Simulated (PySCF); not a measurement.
# I6Ru ([RuI6]3-): the cost of one run

Computed with PySCF 2.14.0 and routines of our own; the level stands in each step. Atoms count from 0.

## (1) The starting structure

7 atoms, charge -3, states of the metal's open shell are computed; geometry from: model geometry, bond lengths from ionic radii.

## (2) Ligand-field states: state-averaged CASSCF in water

What the job is given:

```
{"job": {"kind": "lf", "basis": {"metal": "x2c-TZVPall", "ligand": "x2c-SVPall"}, "nevpt": true, "solvent": "water"}, "charge": -3, "metal": "Ru", "open_shell": "d5"}
Ru     0.000000     0.000000     0.000000
I      1.937472    -1.118600     1.581940
I      0.000000     2.237200     1.581940
I     -1.937472    -1.118600     1.581940
I      1.937472     1.118600    -1.581940
I     -1.937472     1.118600    -1.581940
I     -0.000000    -2.237200    -1.581940
```

Method: state-averaged CASSCF of the metal d shell, SC-NEVPT2 on the averaged canonical orbitals, state-interaction spin-orbit coupling.

Started as:

```
OMP_NUM_THREADS=1 python lf_run.py task.json out
```

One launch serves the whole session: the jobs run in the order shown.

**Question.** How long does this first job take on 1 thread of Arm Neoverse N1, shared host, and how much memory does it need?

About 6.8 min, with a peak of 0.67 GiB.
